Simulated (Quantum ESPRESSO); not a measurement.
MoS2:

```xyz
6
Lattice="3.1690 0.0000 0.0000 -1.5845 2.7444 0.0000 0.0000 0.0000 12.3240" Properties=species:S:1:pos:R:3 pbc="T T T"
Mo    0.0000    1.8296    3.0810
Mo    1.5845    0.9148    9.2430
S     0.0000    1.8296    7.6779
S     1.5845    0.9148    1.5159
S     0.0000    1.8296   10.8081
S     1.5845    0.9148    4.6461
```

Base run:

| Quantity | Value |
| --- | --- |
| Program | Quantum ESPRESSO 7.5 |
| Functional | PBE |
| Potentials or basis | PseudoDojo 0.4.1 SR PBE standard |
| Cutoff | 1088 eV |
| Density cutoff | 4354 eV |
| k mesh | 12 × 12 × 3 |
| Occupations | fermi-dirac, width 0.05 eV |
| Spin | no spin polarisation |

Its results: band gap on the k mesh 0.89 eV, indirect (least direct gap 1.66 eV); pressure 2.0 GPa; largest force 0.058 eV/Å; electronic dielectric tensor (diagonal) 15.29, 15.29, 6.46.

The run is repeated on the same cell with these changes: functional from PBE to LDA; potentials or basis from PseudoDojo 0.4.1 SR PBE standard to PseudoDojo 0.4.1 SR LDA standard. What comes out?

Band gap on the k mesh 0.82 eV, indirect (least direct gap 1.65 eV); pressure -5.6 GPa; largest force 0.472 eV/Å; electronic dielectric tensor (diagonal) 15.39, 15.39, 6.77.

Caveats: on a mesh that holds Γ this program's dielectric tensor can be off by some percent beyond the error of the mesh; an odd mesh through Γ misses points on the zone boundary, where band edges often lie; this functional lacks dispersion, which binds the layers, so the pressure and a relaxed spacing across them are unreliable (some runs); the cell is more than 3 GPa from zero pressure, which shifts response properties (some runs).
